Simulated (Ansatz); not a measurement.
# C: the cost of one run

Program: Ansatz 0.2.0. Level of theory: DFT LDA, scalar-relativistic, plane waves, PAW. These are calculated values, not measurements.

15 further runs of the same task are left out: 15 set aside as unsound or not needed.

**1. Starting point**

Symmetry: P6_3/mmc, No. 194, hexagonal system. The conventional cell has a = 2.445 Å, b = 2.445 Å, c = 29.088 Å, α = 90.00°, β = 90.00°, γ = 120.00°. C (site symmetry 3m) is surrounded by 3 C at 1.41 Å. C (site symmetry -6m2) has 3 C at 1.41 Å as nearest neighbours.

Coordinates:

```
C
1.0
     2.44460    0.00000    0.00000
    -1.22230    2.11709    0.00000
     0.00000    0.00000   29.08831
C
12
Direct
  0.66667 0.33333 0.00144
  0.66667 0.33333 0.50146
  0.66667 0.33333 0.72985
  0.66667 0.33333 0.22987
  0.00000 0.00000 0.61569
  0.33333 0.66667 0.22985
  0.00000 0.00000 0.11569
  0.66667 0.33333 0.61569
  0.33333 0.66667 0.72987
  0.33333 0.66667 0.11569
  0.33333 0.66667 0.50144
  0.33333 0.66667 0.00146
```

It goes back to an entry of the Materials Project, which need not be the stable form.

It is the result of an earlier relaxation at this level (volume 12.55 Å³/atom; gap on the mesh: 0.01 eV).

**2. What is varied**

Atoms count from 1 in the order of the input.

The energy is mapped over a free internal coordinate and the cell.

- shift of C8 along [0 0 1], its symmetry partners moved as symmetry demands (measured in the relaxed cell): 7 values from −0.169 to 0.169 Å
- volume per atom at fixed shape: 7 values from 10.79 to 14.30 Å³

Nothing else is relaxed (all other coordinates fixed). Energies count from the relaxed crystal. Points are written as (first, second).

**3. Grid point (−0.056 Å, 10.79 Å³)**

input.yaml reads:

```yaml
crystal:
  lattice:
    - [2.3247365973, 0.0, 0.0]
    - [-1.1623682987, 2.0132809504, 0.0]
    - [0.0, 0.0, 27.6620461979]
  atoms:
    - { symbol: C, position: [0.6666666667, 0.3333333333, 0.0014381788] }
    - { symbol: C, position: [0.6666666667, 0.3333333333, 0.5014563039] }
    - { symbol: C, position: [0.6666666667, 0.3333333333, 0.7298539282] }
    - { symbol: C, position: [0.6666666667, 0.3333333333, 0.2298723132] }
    - { symbol: C, position: [0.0, 0.0, 0.6156893956] }
    - { symbol: C, position: [0.3333333333, 0.6666666667, 0.2298539282] }
    - { symbol: C, position: [0.0, 0.0, 0.1156893956] }
    - { symbol: C, position: [0.6666666667, 0.3333333333, 0.6137543846] }
    - { symbol: C, position: [0.3333333333, 0.6666666667, 0.7298723132] }
    - { symbol: C, position: [0.3333333333, 0.6666666667, 0.1137543846] }
    - { symbol: C, position: [0.3333333333, 0.6666666667, 0.5014381788] }
    - { symbol: C, position: [0.3333333333, 0.6666666667, 0.0014563039] }
basis:
  ecutwfc: 520.0
kpoints:
  mp_grid: { grid: [18, 18, 2] }
hamiltonian:
  xc: lda
  pseudopotentials: { kind: paw, azcp: { folder: soft_1 } }
scf:
  occupations: { method: gaussian, width: 0.15 }
output:
  forces: true
  stress: true
  eigenvalues: true
```

Launch:

```bash
> ansatz run input.yaml --threads 4 --pin off --max-ram 8192MiB --backend cpu --events-out ev --progress --plain --runs-dir out
```

Q: Estimate wall time and peak memory on 4 threads of AMD EPYC 7R43 (Zen 3), shared host.

About 11 s, with a peak of 0.69 GiB.
